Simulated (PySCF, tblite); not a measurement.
# Si₃H₇O₂ radical, a cluster model of a defect (Si site with back bonds O[SiH3], O[SiH3], [H]): EPR parameters

What EPR parameters should one expect for `[SiH3]O[SiH]O[SiH3]`? It is drawn as: dangling bond.

Programs: tblite 0.8.0 and PySCF 2.14.0. All values are calculated, for the isolated system unless a continuum is named. Atoms count from 0, parts from 1.

## 1. The system as given

12 atoms, charge 0, multiplicity 2; geometry: distance geometry start.

## 2. Geometry optimisation with GFN2-xTB

What the job is given:

```
{"job": {"kind": "relax", "xc": "GFN2-xTB", "basis": "xTB"}, "charge": 0, "multiplicity": 2}
Si    -1.482353    -0.241613     0.964553
O     -1.334545     1.483686     1.228854
Si    -0.294316     2.218429     2.421285
O     -0.079152    -1.046960     0.273595
Si     1.276272    -0.212309    -0.549850
H     -2.178063    -0.980893     1.946867
H      1.026130     1.753215     2.279145
H     -0.757652     1.939654     3.723354
H     -0.311064     3.666013     2.249124
H      0.894690     0.165961    -1.834397
H      1.631728     0.898112     0.246498
H      2.386822    -1.103893    -0.622510
```

Method: GFN2-xTB geometry optimisation, gas phase.

Command:

```
$ OMP_NUM_THREADS=1 python cluster_run.py task.json out
```

The driver reads the jobs from task.json and runs them one after another.

Log:

```text
step      E/eV     max force
  0    -462.47436    3.337
  1    -463.02764    2.064
  2    -463.33623    1.068
  3    -463.42218    0.982
  4    -463.59694    1.048
  5    -463.65105    0.638
  6    -463.68529    0.503
  7    -463.71301    0.707
  8    -463.75874    0.872
  9    -463.79230    0.740
 10    -463.81676    0.426
 11    -463.82935    0.303
 12    -463.83867    0.298
 13    -463.84798    0.356
 14    -463.85843    0.409
 15    -463.86897    0.279
 16    -463.87759    0.244
 17    -463.88438    0.200
 18    -463.88859    0.170
 19    -463.89129    0.167
 20    -463.89373    0.175
 21    -463.89726    0.165
 22    -463.90323    0.262
 23    -463.91195    0.339
 24    -463.92046    0.256
 25    -463.92553    0.226
 26    -463.92865    0.234
 27    -463.93285    0.210
 28    -463.93926    0.287
 29    -463.94587    0.266
 30    -463.94989    0.137
 31    -463.95171    0.112
 32    -463.95266    0.150
 33    -463.95413    0.148
 34    -463.95692    0.138
 35    -463.95960    0.115
 36    -463.96104    0.087
 37    -463.96172    0.072
 38    -463.96206    0.036
 39    -463.96230    0.031
 40    -463.96251    0.039
 41    -463.96275    0.044
 42    -463.96299    0.039
 43    -463.96321    0.030
 44    -463.96335    0.030
 45    -463.96349    0.044
 46    -463.96371    0.041
 47    -463.96420    0.041
 48    -463.96472    0.051
 49    -463.96522    0.068
 50    -463.96553    0.051
 51    -463.96569    0.028
 52    -463.96577    0.026
 53    -463.96587    0.029
 54    -463.96606    0.040
 55    -463.96627    0.046
 56    -463.96654    0.033
 57    -463.96669    0.025
 58    -463.96677    0.023
 59    -463.96683    0.021
 60    -463.96693    0.027
 61    -463.96709    0.030
 62    -463.96727    0.029
 63    -463.96738    0.017
 64    -463.96741    0.011
 65    -463.96743    0.011
 66    -463.96746    0.012
 67    -463.96752    0.012
 68    -463.96757    0.014
 69    -463.96761    0.013
 70    -463.96762    0.011
 71    -463.96764    0.012
 72    -463.96767    0.013
 73    -463.96775    0.018
 74    -463.96789    0.023
 75    -463.96806    0.024
 76    -463.96822    0.028
 77    -463.96834    0.030
 78    -463.96848    0.032
 79    -463.96875    0.036
 80    -463.96933    0.043
 81    -463.97014    0.058
 82    -463.97078    0.055
 83    -463.97128    0.059
 84    -463.97157    0.056
 85    -463.97174    0.032
 86    -463.97188    0.033
 87    -463.97218    0.062
 88    -463.97264    0.077
 89    -463.97328    0.071
 90    -463.97377    0.041
 91    -463.97394    0.032
 92    -463.97400    0.029
 93    -463.97408    0.019
 94    -463.97420    0.030
 95    -463.97429    0.031
 96    -463.97443    0.026
 97    -463.97458    0.031
 98    -463.97478    0.033
 99    -463.97500    0.039
100    -463.97523    0.042
101    -463.97548    0.061
102    -463.97576    0.048
103    -463.97622    0.060
104    -463.97698    0.051
105    -463.97743    0.051
106    -463.97812    0.047
107    -463.97871    0.062
108    -463.97935    0.072
109    -463.97936    0.109
110    -463.98037    0.085
111    -463.98072    0.067
112    -463.98107    0.026
113    -463.98123    0.031
114    -463.98144    0.035
115    -463.98157    0.030
116    -463.98167    0.020
117    -463.98172    0.016
118    -463.98177    0.014
119    -463.98181    0.014
120    -463.98183    0.009
121    -463.98184    0.007
```

It took 1.5 s on 1 thread of AMD EPYC 9R45, shared host.

Along the way:

```tsv
step	energy from step 0 (eV)	largest force (eV/Å)
0	0.0000	3.3372
5	-1.1767	0.6377
10	-1.3424	0.4251
15	-1.3946	0.2795
20	-1.4194	0.1751
25	-1.4512	0.2255
30	-1.4755	0.1362
35	-1.4852	0.1146
40	-1.4882	0.0394
45	-1.4891	0.0440
50	-1.4912	0.0515
55	-1.4919	0.0455
60	-1.4926	0.0273
65	-1.4931	0.0109
70	-1.4933	0.0112
75	-1.4937	0.0236
80	-1.4950	0.0432
85	-1.4974	0.0320
90	-1.4994	0.0409
95	-1.4999	0.0309
100	-1.5009	0.0419
105	-1.5031	0.0514
110	-1.5060	0.0849
115	-1.5072	0.0299
120	-1.5075	0.0083
121	-1.5075	0.0067
```

Close pairs (by a distance rule), those that changed most:

```tsv
bond	before (Å)	after (Å)	change (Å)
O3–Si4	1.792	1.622	-0.170
Si0–O3	1.759	1.622	-0.138
Si0–O1	1.752	1.621	-0.130
O1–Si2	1.745	1.622	-0.123
Si4–H9	1.392	1.460	+0.067
Si2–H6	1.407	1.464	+0.057
Si4–H10	1.412	1.463	+0.051
Si2–H7	1.410	1.460	+0.050
```

## 3. Relaxing the molecule at PBE0-D3(BJ)/def2-SVP

What the job is given:

```
{"job": {"xc": "PBE0", "basis": "def2-SVP", "d3": "d3bj", "grid": 2, "kind": "geom", "shake": 0.01}, "charge": 0, "multiplicity": 2}
Si    -1.604982    -0.899279    -0.117197
O     -1.322645     0.330294     0.912181
Si    -0.337580     1.414348     1.583704
O     -0.412352    -0.995992    -1.230447
Si     1.087371    -0.764521    -1.701122
H     -1.635692    -2.098926     0.655244
H      0.933990     0.743033     1.979686
H     -1.061861     1.893126     2.741033
H     -0.056962     2.475295     0.631883
H      1.013049    -0.793759    -3.137855
H      1.549118     0.526580    -1.167790
H      1.887038    -1.857784    -1.132319
```

Log:

```text
step   0  E = -1022.29505279  max force = 0.043929
step   1  E = -1022.30813649  max force = 0.007312
step   2  E = -1022.30833964  max force = 0.002243
step   3  E = -1022.30838983  max force = 0.001216
step   4  E = -1022.30846135  max force = 0.001566
step   5  E = -1022.30854182  max force = 0.002610
step   6  E = -1022.30862614  max force = 0.002600
step   7  E = -1022.30894252  max force = 0.002828
step   8  E = -1022.30931241  max force = 0.006517
step   9  E = -1022.30948328  max force = 0.005197
step  10  E = -1022.30963919  max force = 0.001482
step  11  E = -1022.30966101  max force = 0.000588
step  12  E = -1022.30967082  max force = 0.000549
step  13  E = -1022.30968795  max force = 0.000895
step  14  E = -1022.30971146  max force = 0.001571
step  15  E = -1022.30972851  max force = 0.001324
step  16  E = -1022.30973441  max force = 0.000541
step  17  E = -1022.30973684  max force = 0.000295
optimisation converged
```

Wall time 1.9 min (1 thread of AMD EPYC 9R45, shared host); peak memory 0.63 GiB.

Relaxation path:

```tsv
step	energy from step 0 (eV)	largest force component (eV/Å)
0	0.0000	2.2589
1	-0.3560	0.3760
2	-0.3616	0.1153
3	-0.3629	0.0625
4	-0.3649	0.0805
5	-0.3671	0.1342
6	-0.3693	0.1337
7	-0.3780	0.1454
8	-0.3880	0.3351
9	-0.3927	0.2672
10	-0.3969	0.0762
11	-0.3975	0.0302
12	-0.3978	0.0282
13	-0.3982	0.0460
14	-0.3989	0.0808
15	-0.3993	0.0681
16	-0.3995	0.0278
17	-0.3996	0.0152
```

Distances of close pairs at the start and the end, largest changes first:

```tsv
bond	before (Å)	after (Å)	change (Å)
O3–Si4	1.589	1.663	+0.074
Si0–H5	1.427	1.499	+0.071
Si4–H9	1.439	1.489	+0.050
O1–Si2	1.611	1.661	+0.050
Si2–H7	1.447	1.489	+0.042
Si2–H8	1.453	1.493	+0.041
Si0–O1	1.628	1.658	+0.030
Si4–H10	1.471	1.495	+0.024
```

The next job starts from the end point, and lists it.

```tsv
at the end point	value
point group (found at 0.08 Å tolerance)	C1
rotational constants (GHz, main isotopes)	3.635, 1.377, 1.033
dipole moment (D)	0.84
⟨S²⟩	0.752
```

## 4. EPR parameters: B3LYP/IGLO-III+pcH-1

What the job is given:

```
{"job": {"kind": "epr"}, "charge": 0, "multiplicity": 2}
Si    -1.704964    -0.584941    -0.266121
O     -1.172361     0.233558     1.073636
Si    -0.205887     1.444001     1.673157
O     -0.419000    -1.240227    -1.081046
Si     1.114183    -0.955750    -1.658163
H     -2.555576    -1.721956     0.212795
H      1.210017     1.221781     1.247865
H     -0.290173     1.423193     3.159592
H     -0.661483     2.770700     1.161292
H      1.345285    -1.830173    -2.841532
H      1.255695     0.476916    -2.061846
H      2.123054    -1.264170    -0.602743
```

With the program's defaults for keys left out, this is: UKS B3LYP, IGLO-III on O Si, pcH-1 on H, non-relativistic, mean-field spin-orbit, GIAO.

Log:

```text
UKS, coarse grid
  cycle   1  E = -1023.18259838  |g| = 8.35e-01
  cycle   2  E = -1022.44252818  |g| = 1.60e+00
  cycle   3  E = -1023.40934817  |g| = 9.91e-02
  cycle   4  E = -1023.41344366  |g| = 2.78e-02
  cycle   5  E = -1023.41370803  |g| = 3.66e-03
  cycle   6  E = -1023.41371254  |g| = 2.44e-03
  cycle   7  E = -1023.41371487  |g| = 1.18e-03
  cycle   8  E = -1023.41371590  |g| = 2.12e-04
UKS, final grid
  cycle   1  E = -1023.41375906  |g| = 2.65e-04
  cycle   2  E = -1023.41375901  |g| = 4.78e-04
  cycle   3  E = -1023.41375909  |g| = 3.83e-05
  cycle   4  E = -1023.41375909  |g| = 1.26e-05
E = -1023.41375909 Eh   <S^2> = 0.7518 (exact 0.7500)
g shifts (ppm)      1          2          3
  rmc          -169       -169       -169
  gc             62         67         15
  oz_so       -1634       -684         62
  total       -1741       -786        -92
hyperfine (MHz)  atom isotope    a_iso     a_fc   dipolar eigenvalues
    0  29Si    -797.42    -798.56   -128.12     62.46     65.66
    1   17O     -32.05     -32.04    -25.88     12.42     13.45
    2  29Si       2.59       2.59     -0.78      0.13      0.65
    3   17O     -35.02     -35.00    -24.90     11.95     12.95
    4  29Si       2.28       2.27     -1.14      0.31      0.83
    5    1H     232.57     232.58     -5.41     -1.34      6.76
    6    1H       0.23       0.23     -1.23     -1.00      2.23
    7    1H       2.93       2.93     -1.08     -0.88      1.97
    8    1H       0.83       0.83     -1.53     -1.24      2.78
    9    1H      -0.32      -0.32     -1.10     -0.97      2.07
   10    1H       0.51       0.51     -1.58     -1.30      2.88
   11    1H       4.27       4.27     -1.05     -0.93      1.98
```

Wall time 29 s (1 thread of AMD EPYC 9R45, shared host); peak memory 0.97 GiB.

Principal g values 2.00058, 2.00153, 2.00223; g(iso) = 2.00145, against 2.00232 for a free electron.

Hyperfine couplings, nucleus by nucleus at this fixed geometry (no averaging over rotations):

```tsv
nuclei	isotope	a(iso) (MHz)	a(iso) (G, at g = 2.0023)	largest dipolar term (MHz)
Si0	29Si	-797.4	-284.5	-128.1
H5	1H	232.6	83.0	6.8
O3	17O	-35.0	-12.5	-24.9
O1	17O	-32.1	-11.4	-25.9
H11	1H	4.3	1.5	2.0
H7	1H	2.9	1.0	2.0
Si2	29Si	2.6	0.9	-0.8
Si4	29Si	2.3	0.8	-1.1
H8	1H	0.8	0.3	2.8
H10	1H	0.5	0.2	2.9
H9	1H	-0.3	-0.1	2.1
H6	1H	0.2	0.1	2.2
```

Mulliken spin populations:

```tsv
atom	value (e)
Si0	0.79
O1	0.04
Si2	0.00
O3	0.04
Si4	0.01
H5	0.12
H6	0.00
H7	0.00
H8	0.00
H9	0.00
H10	0.00
H11	0.00
```

In first order the couplings over 0.8 MHz of 1H give 16 distinct lines over 85.8 G.

## 5. g tensor and hyperfine couplings: BHandHLYP/IGLO-III+pcH-1

The job, as its differences from that of step 4:

```diff
@@ -1,2 +1,2 @@
-{"job": {"kind": "epr"}, "charge": 0, "multiplicity": 2}
+{"job": {"kind": "epr", "xc": "BHandHLYP"}, "charge": 0, "multiplicity": 2}
 Si    -1.704964    -0.584941    -0.266121
```

Level: UKS BHandHLYP, IGLO-III on O Si, pcH-1 on H, non-relativistic, mean-field spin-orbit, GIAO.

Log:

```text
UKS, coarse grid
  cycle   1  E = -1023.09939916  |g| = 6.94e-01
  cycle   2  E = -1022.98338337  |g| = 9.06e-01
  cycle   3  E = -1023.27026191  |g| = 4.79e-02
  cycle   4  E = -1023.27149276  |g| = 1.41e-02
  cycle   5  E = -1023.27159672  |g| = 2.29e-03
  cycle   6  E = -1023.27160827  |g| = 1.00e-03
  cycle   7  E = -1023.27160891  |g| = 6.48e-04
UKS, final grid
  cycle   1  E = -1023.27163771  |g| = 8.01e-04
  cycle   2  E = -1023.27163759  |g| = 1.09e-03
  cycle   3  E = -1023.27163798  |g| = 7.10e-05
  cycle   4  E = -1023.27163799  |g| = 2.00e-05
  cycle   5  E = -1023.27163799  |g| = 3.55e-06
E = -1023.27163799 Eh   <S^2> = 0.7529 (exact 0.7500)
g shifts (ppm)      1          2          3
  rmc          -171       -171       -171
  gc             66         67         12
  oz_so       -1672       -671         85
  total       -1777       -775        -74
hyperfine (MHz)  atom isotope    a_iso     a_fc   dipolar eigenvalues
    0  29Si    -828.73    -829.86   -134.31     64.65     69.67
    1   17O     -36.31     -36.30    -25.11     12.08     13.02
    2  29Si       3.12       3.11     -0.60      0.09      0.51
    3   17O     -39.01     -39.00    -24.15     11.62     12.54
    4  29Si       2.82       2.82     -0.92      0.23      0.70
    5    1H     232.15     232.16     -5.21     -1.00      6.21
    6    1H       0.13       0.13     -1.21     -1.02      2.23
    7    1H       2.29       2.29     -1.04     -0.88      1.93
    8    1H      -0.27      -0.27     -1.53     -1.27      2.81
    9    1H      -0.34      -0.34     -1.08     -0.96      2.04
   10    1H      -0.47      -0.47     -1.57     -1.34      2.91
   11    1H       3.33       3.33     -1.02     -0.93      1.96
```

Wall time 29 s (1 thread of AMD EPYC 9R45, shared host); peak memory 0.97 GiB.

In short: g(iso) 2.00144.

## 6. Side by side: EPR parameters

g, ⟨S²⟩ and isotropic hyperfine couplings (MHz), with basis size and wall time:

```tsv
run	g(iso)	⟨S²⟩	29Si Si0	1H H5	17O O3	17O O1	1H H11	functions	time
B3LYP/IGLO-III+pcH-1	2.00145	0.752	-797.4	232.6	-35.0	-32.1	4.3	272	29 s
BHandHLYP/IGLO-III+pcH-1	2.00144	0.753	-828.7	232.2	-39.0	-36.3	3.3	272	29 s
```

## 7. Results

| quantity | value |
| --- | --- |
| point group | C1 |
| rotational constants (main isotopes) | 3.63, 1.38, 1.03 GHz |
| g(iso) (B3LYP) | 2.00145 |
| ⟨S²⟩ | 0.752 (exact 0.75) |
| largest a(iso) | 29Si on Si0, -797.4 MHz |

In words: The optimisation took 17 steps and gained 0.400 eV; among the close pairs (by a distance rule), O3–Si4 changed most, from 1.589 to 1.663 Å (PBE0/def2-SVP). No frequency check was run at this level, so the end point may be a saddle. Si0 carries the largest spin population, 0.79 e. The isotropic g lies 0.9 ppt below the free-electron value. The coupling of 29Si on Si0 runs from -828.7 (BHandHLYP/IGLO-III+pcH-1) to -797.4 MHz (B3LYP/IGLO-III+pcH-1). A capped cluster stands for the solid here, so long-range fields and strain are missing, and bands or shifts of the capping hydrogens have no counterpart in it.
